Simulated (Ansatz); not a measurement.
# Ge2H: the cost of one run

Program: Ansatz 0.2.0. Level of theory: DFT PBE+D3(BJ), scalar-relativistic, plane waves, PAW. These are calculated values, not measurements.

6 further runs of the same task are left out: 6 set aside as unsound or not needed.

## 1. Starting point

The structure is trigonal, space group P-3m1 (No. 164). Conventional cell: a = 4.073 Å, b = 4.073 Å, c = 28.000 Å, α = 90.00°, β = 90.00°, γ = 120.00°. Around Ge (site symmetry 3m) lie 3 Ge at 2.40 Å.

As a file:

```cif
data_structure
_symmetry_space_group_name_H-M 'P 1'
_symmetry_Int_Tables_number 1
_cell_length_a 4.0729
_cell_length_b 4.0729
_cell_length_c 28.0000
_cell_angle_alpha 90.000
_cell_angle_beta 90.000
_cell_angle_gamma 120.000
_cell_volume 402.26
loop_
_atom_site_label
_atom_site_type_symbol
_atom_site_fract_x
_atom_site_fract_y
_atom_site_fract_z
_atom_site_occupancy
Ge1 Ge 0.33333 0.66667 0.50857 1
Ge2 Ge 0.66667 0.33333 0.49143 1
```

## 5. Setting up the map

Atoms count from 1 in the order of the input.

H is moved over the surface cell; relaxed at each place: the height of the adsorbate's atoms; substrate rigid; the origin of the map has the adsorbate above Ge1.

The axes are (1) position of H3 along the first surface vector, from above Ge1: 9 values from 0.000 to 0.889, periodic; (2) position of H3 along the second surface vector, from above Ge1: 9 values from 0.000 to 0.889, periodic.

Relaxed at each point: the height of the adsorbate's atoms; substrate rigid. Points are written as (first, second).

The two vectors of the plane (Å): (4.023, 0.000, 0.000); (-2.011, 3.484, 0.000).

(The set-up runs are not shown.)

## 6. The run at (0/9, 0/9) of the map's two axes

Contents of input.yaml:

```yaml
crystal:
  lattice:
    - [4.0226895355, 0.0, 0.0]
    - [-2.0113447678, 3.4837513293, 0.0]
    - [0.0, 0.0, 16.1842610144]
  atoms:
    - { symbol: Ge, position: [0.3333333333, 0.6666666667, 0.289433111] }
    - { symbol: Ge, position: [0.6666666667, 0.3333333333, 0.2471537005] }
    - { symbol: H, position: [0.3333333333, 0.6666666667, 0.3833515172], spin: 1.0 }
basis:
  ecutwfc: 420
kpoints:
  mp_grid: { grid: [9, 9, 1] }
hamiltonian:
  xc: pbe
  pseudopotentials: { kind: paw, azcp: { folder: soft_1 } }
  dispersion: d3bj
scf:
  occupations: { method: gaussian, width: 0.1 }
output:
  forces: true
  eigenvalues: true
  populations: true
  write_density: true
  write_potential: true
  elf: true
  volumetric_format: npy
magnetization:
  spin_polarized: true
relax:
  adjacent_minimum: "off"
  f_tol: 0.025
  max_steps: 16
  constraints: [{ sites: [0, 1] }, { sites: [2], fix: xy }]
efield:
  axis: 3
  dipole_correction: true
  ramp_width: 0.04
```

Command:

```sh
$ ansatz run input.yaml --threads 1 --pin off --max-ram 3072MiB --backend cpu --events-out ev --progress --plain --runs-dir out
```

What time and memory should one allow on 1 thread of Intel Xeon 6975P-C (Granite Rapids), shared host?

About 25 s, with a peak of 0.48 GiB.
